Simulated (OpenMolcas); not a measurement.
**Ni³⁺ in Cs2NaYCl6: CASSCF levels and susceptibility**

Aim: the ligand-field states of Ni³⁺ in this surrounding, its lowest levels with spin-orbit coupling and its magnetic susceptibility.

Program: OpenMolcas 26.06. Level of theory: state-averaged CASSCF, spin-orbit coupling by RASSI with atomic mean-field integrals. These are calculated values, not measurements, unless marked.

1 further run of the same task is left out (it didn't finish).

## 1. What is computed

* Species: Ni³⁺ (nickel, Z = 28, 25 electrons)
* Basis: ANO-RCC-VTZP [6s5p3d2f1g], 191 functions with the ligands
* Scalar Hamiltonian: DKH2, point nucleus
* Inactive shells: 1s 2s 2p 3s 3p of the metal, and all ligand shells
* Active space: 7 electrons in 5 orbitals (3d)
* Some configurations of this space: 3d7
* Orbitals: optimised for each spin and parity, averaged over all roots

Outer shells as boxes (Hund's rule):

3d7
```
3d [↑↓][↑↓][↑ ][↑ ][↑ ]
```

Ni³⁺ is taken with its 6 nearest chloride ions at 2.451 Å, on the cation site of Cs2NaYCl6 (a = 10.7396 Å). The rest of the host is ab initio model potentials to 7.6 Å, with orthogonalisation functions on the cations behind the ligands, and point charges beyond; the distance is set by hand, nothing relaxes, and no local charge compensation is placed. Ligand basis ANO-RCC-VDZP.

```xyz
15

Ni    0.0000    0.0000    0.0000
Cl    2.4510    0.0000    0.0000
Cl    0.0000    2.4510    0.0000
Cl   -2.4510    0.0000    0.0000
Cl    0.0000   -2.4510    0.0000
Cl    0.0000    0.0000    2.4510
Cl    0.0000    0.0000   -2.4510
Cs    2.6849   -2.6849   -2.6849
Cs   -2.6849    2.6849    2.6849
Cs    2.6849   -2.6849    2.6849
Cs   -2.6849    2.6849   -2.6849
Cs    2.6849    2.6849   -2.6849
Cs   -2.6849   -2.6849    2.6849
Cs    2.6849    2.6849    2.6849
Cs   -2.6849   -2.6849   -2.6849
```

Each step is its own input file, run in one work folder so that later steps find the files of earlier ones. Labels, J, g values, rates, χT and fits are worked out afterwards by a script from the matrices that RASSI stores.

## 2. GATEWAY and SEWARD: basis and integrals

The input, a.inp:

```
&GATEWAY
Basis set
Ni.ANO-RCC-VTZP.
Ni1 0.0 0.0 0.0 Angstrom
End of basis
Basis set
Cl.ANO-RCC-VDZP.
L1 2.451000 0.000000 0.000000 Angstrom
L2 0.000000 2.451000 0.000000 Angstrom
L3 0.000000 0.000000 2.451000 Angstrom
End of basis
Basis set
Na.EMB-AIMP.Al-Abdalla.7s4p.1s1p.ECP.Cs2NaYCl6.
PseudoCharge
* 3 symmetry-unique lattice sites within 7.6 angstrom
End of basis
Basis set
Cs.EMB-AIMP.Al-Abdalla.0s.0s.ECP.Cs2NaYCl6.
PseudoCharge
* 4 symmetry-unique lattice sites within 7.6 angstrom
End of basis
Basis set
Cl.EMB-AIMP.Al-Abdalla.0s.0s.ECP.Cs2NaYCl6.
PseudoCharge
* 12 symmetry-unique lattice sites within 7.6 angstrom
End of basis
Basis set
Y.EMB-AIMP.Al-Abdalla.0s.0s.ECP.Cs2NaYCl6.
PseudoCharge
* 6 symmetry-unique lattice sites within 7.6 angstrom
End of basis
Symmetry
XYZ
AngMom=0.0 0.0 0.0
AMFI
RICD
XField
1564 Angstrom 0
* Evjen-weighted lattice charges
&SEWARD
```

Command:

```sh
$ OMP_NUM_THREADS=1 MOLCAS_MEM=2457 MOLCAS_PROJECT=a pymolcas a.inp > a.log
```

## 3. CASSCF: quartets, 10 roots

The input, a.inp:

```
&RASSCF
FileOrb=start.orb
Symmetry=1
Spin=4
nActEl=7 0 0
Inactive=30 33
Ras2=5 0
CIRoot=10 10 1
SDav=10
CIMx=300
Iter=150 100
PrWF=0.3
OrbListing=Nothing
MaxOrb=0
LevShft=1.0
>>> COPY $Project.JobIph JOB001
```

start.orb holds start orbitals that the driver prepared beforehand, or those of the step before.

## 4. Reference wave functions, doublets, 40 roots

The input, a.inp:

```
&RASSCF
FileOrb=start.orb
Symmetry=1
Spin=2
nActEl=7 0 0
Inactive=30 33
Ras2=5 0
CIRoot=40 40 1
SDav=40
CIMx=300
Iter=150 100
PrWF=0.3
OrbListing=Nothing
MaxOrb=0
LevShft=1.0
>>> COPY $Project.JobIph JOB002
```

## 5. RASSI: spin-orbit coupling between the states

The input, a.inp:

```
&RASSI
NrOfJobIphs=2 10 40
1 2 3 4 5 6 7 8 9 10
1 2 3 4 5 6 7 8 9 10 11 12 13 14 15 16 17 18 19 20 21 22 23 24 25 26 27
28 29 30 31 32 33 34 35 36 37 38 39 40
IphNames
JOB001
JOB002
EJob
SpinOrbit
DIPRint=1.0
SOCoupling=1000.0
Subsets=2
Property=9
'ANGMOM' 1 'ANGMOM' 2 'ANGMOM' 3 'MLTPL  1' 1 'MLTPL  1' 2 'MLTPL  1' 3
'AMFI' 1 'AMFI' 2 'AMFI' 3
SOProperty=3
'ANGMOM' 1 'ANGMOM' 2 'ANGMOM' 3
```

Before running it: what results should come out? Wanted: spin-free ground state; first state of the same spin within the active space; lowest level; next level.

As calculated:

```
                                            quantity                            value
                                              method                           CASSCF
                              spin-free ground state  4T1, 3-fold in its orbital part
first state of the same spin within the active space                 4T2 at 5630 cm⁻¹
                                        lowest level  2-fold Γ6, g = 4.48, 4.48, 4.48
                                          next level                       454.7 cm⁻¹
                                         χT at 300 K                   3.52 cm³ K/mol
                           effective moment at 300 K                          5.31 μB
```

The spin-free ground state (4T1) is 3-fold and keeps the highest spin of the shell. χT at 300 K is 3.52, against 1.88 cm³ K/mol for the spin alone, so orbital moment adds to it. An active space of the d shell alone favours high spin; real ions in strong fields can be low spin. A ligand-field fit to the states below 45000 cm-1 gives 10Dq = 7829 cm-1, B = 1202 cm-1 and C = 4744 cm-1 (C/B = 3.95), with a deviation of 1188 cm-1. With metal d orbitals alone active, the gaps between spin states are rough; where two lie within a few thousand cm-1, their order is open.
